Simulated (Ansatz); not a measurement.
# CH₅NSSi: small, medium and large basis sets

An exercise on one series of results from a longer session: the logs are not shown, and one member is left open.

Computed with Ansatz 0.2.0, Gaussian basis. Level: one geometry, several basis sets.

Plan: PBE0-D4/def2-SVP; ωB97M-V/def2-SVP; PBE0-D4/def2-QZVPP; ωB97M-V/def2-QZVPP; the functionals' def2-TZVPP values are taken from earlier runs.

## The relaxed structure

The geometry comes from an earlier relaxation with PBE0-D4 in a triple-zeta def2 set; it is a stationary point, not always the lowest conformer.

9 atoms, charge 0, spin multiplicity 1.

Atoms are counted from 1 here; the program's logs count them from 0.

Bond lengths: N1–Si2 1.699 Å, N1–H5 1.007 Å, N1–H6 1.007 Å, Si2–C3 1.828 Å, Si2–S4 2.089 Å, Si2–H7 1.476 Å, C3–S4 1.883 Å, C3–H8 1.087 Å, C3–H9 1.086 Å. Angles: Si2–N1–H5 119.8°, Si2–N1–H6 121.6°, H5–N1–H6 112.0°, N1–Si2–C3 121.7°, N1–Si2–S4 123.8°, N1–Si2–H7 107.9°, C3–Si2–S4 57.0°, C3–Si2–H7 120.3°, S4–Si2–H7 118.7°, Si2–C3–S4 68.5°, Si2–C3–H8 120.1°, Si2–C3–H9 121.4°, S4–C3–H8 112.5°, S4–C3–H9 112.7°, H8–C3–H9 112.8°, Si2–S4–C3 54.5°.

The first run:

Contents of in.yaml:

```yaml
crystal:
  periodic: [false, false, false]
  atoms:
    - {symbol: N, position_ang: [-0.522809, 1.290251, -0.896082]}
    - {symbol: Si, position_ang: [0.326902, -0.116734, -0.466826]}
    - {symbol: C, position_ang: [0.303146, -0.768995, 1.241194]}
    - {symbol: S, position_ang: [-0.593786, -1.919359, 0.049887]}
    - {symbol: H, position_ang: [-0.358629, 1.720931, -1.790904]}
    - {symbol: H, position_ang: [-1.453888, 1.468190, -0.556568]}
    - {symbol: H, position_ang: [1.569204, -0.158842, -1.263427]}
    - {symbol: H, position_ang: [-0.364089, -0.334798, 1.980881]}
    - {symbol: H, position_ang: [1.182451, -1.227044, 1.684746]}
basis:
  gaussian: {orbitals: def2-SVP}
hamiltonian: {xc: pbe0, dispersion: d4}
output: {orbitals: {seedname: orbitals}}
```

Started as:

```console
$ ansatz run in.yaml --threads 2 --pin off --events-out ev --progress --plain --max-ram 4352MiB
```

Among the steps run: PBE0-D4 in def2-SVP; ωB97M-V in def2-SVP; PBE0-D4 in def2-QZVPP; ωB97M-V in def2-QZVPP.

One table of the session follows, with a row left open; its other results are not shown here.

It belongs to the step «Functionals by basis». 

```
functional       basis  HOMO (eV)  LUMO (eV)
   PBE0-D4    def2-SVP      -6.57       0.96
   PBE0-D4  def2-TZVPP      -6.71       0.45
   PBE0-D4  def2-QZVPP      -6.75       0.21
   ωB97M-V    def2-SVP          ?          ?
   ωB97M-V  def2-TZVPP      -8.89       2.04
   ωB97M-V  def2-QZVPP      -8.94       1.55
```

Estimate the missing values for ωB97M-V, def2-SVP.

The run gave: HOMO (eV): -8.72; LUMO (eV): 2.86. In the column «HOMO (eV)» it lies between ωB97M-V, def2-TZVPP (-8.89) and PBE0-D4, def2-QZVPP (-6.75).
